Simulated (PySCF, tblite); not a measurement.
# C₅H₈O₂Si₂: geometry, infrared bands and NMR shifts

Aim: predict the infrared bands and NMR shifts of C₅H₈O₂Si₂ (`C#C[SiH2][Si@](O)(C=C)C=O`).

Programs: tblite 0.8.0 and PySCF 2.14.0, with density-fitted response routines of our own. Each step states its level of theory. These are calculated values for one molecule in the gas phase, unless marked as measured. Atoms are numbered from 0 throughout.

**1. The starting structure**

17 atoms, charge 0, multiplicity 1; geometry from: force field or distance geometry start.

Bonds of the start (Å): C0–C1 1.21, C1–Si2 1.87, Si2–Si3 2.36, Si3–O4 1.68, Si3–C5 1.84, C5–C6 1.34, Si3–C7 1.90, C7–O8 1.23, C0–H9 1.06, Si2–H10 1.50, Si2–H11 1.49, O4–H12 0.98, C5–H13 1.09, C6–H14 1.09, C6–H15 1.09, C7–H16 1.10.

**2. Optimising the geometry with GFN2-xTB**

Job settings and geometry (Å):

```
{"job": {"kind": "relax", "xc": "GFN2-xTB", "basis": "xTB"}, "charge": 0, "multiplicity": 1}
C      3.625100    -0.168400    -0.158400
C      2.564400    -0.725700    -0.330400
Si     0.946200    -1.623200    -0.574200
Si    -0.775800    -0.237900     0.265700
O     -2.265800    -1.010200     0.160500
C     -0.794300     1.350300    -0.672900
C     -1.847900     1.880200    -1.303400
C     -0.253700     0.017700     2.078300
O     -0.969700    -0.474600     2.941800
H      4.548300     0.325800    -0.014800
H      0.719400    -1.882500    -2.029000
H      0.947600    -2.923800     0.146200
H     -2.680800    -1.202000     1.025100
H      0.167100     1.871800    -0.691700
H     -1.770600     2.829900    -1.829400
H     -2.823800     1.390400    -1.297500
H      0.657300     0.594100     2.274000
```

Launch:

```sh
OMP_NUM_THREADS=1 python probes_run.py task.json out
```

The driver reads the jobs from task.json and runs them one after another.

**Question.** This job is followed by: GFN2-xTB harmonic vibrations, gas phase; GIAO PBE0/pcSseg-1 NMR shielding, non-relativistic, gas phase. Predict these results of the whole session: strongest single infrared mode (GFN2-xTB); zero-point energy (GFN2-xTB); 13C shifts against TMS (PBE0/pcSseg-1); 1H shifts against TMS (PBE0/pcSseg-1); 29Si shifts against TMS (PBE0/pcSseg-1); 17O shifts against H2O (PBE0/pcSseg-1).

The runs gave:

| quantity | value |
| --- | --- |
| strongest single infrared mode (GFN2-xTB) | 702 cm⁻¹, 398 km/mol |
| zero-point energy (GFN2-xTB) | 67.7 kcal/mol |
| 13C shifts against TMS (PBE0/pcSseg-1) | 250.3, 144.6, 139.1, 107.2, 83.7 ppm |
| 1H shifts against TMS (PBE0/pcSseg-1) | 12.33, 6.67, 6.58, 6.35, 4.39, 4.33, 2.25, 2.07 ppm |
| 29Si shifts against TMS (PBE0/pcSseg-1) | -28.7, -106.0 ppm |
| 17O shifts against H2O (PBE0/pcSseg-1) | 911.5, 1.0 ppm |

Relaxing lowered the energy by 0.239 eV in 71 steps; the close pair that moved most is Si3–O4, from 1.682 to 1.630 Å. No mode is imaginary among the 45: a minimum at this level. The strongest single mode, at 702 cm⁻¹, is spread over several atoms, Si2, H9, H10, H11 among them. GFN2-xTB is a fitted tight-binding method: band positions and strengths are rough. Its intensities can rank the bands wrongly. At PBE0/pcSseg-1: The largest span, 2044 ppm, is at O8, where the paramagnetic term is -973 ppm.
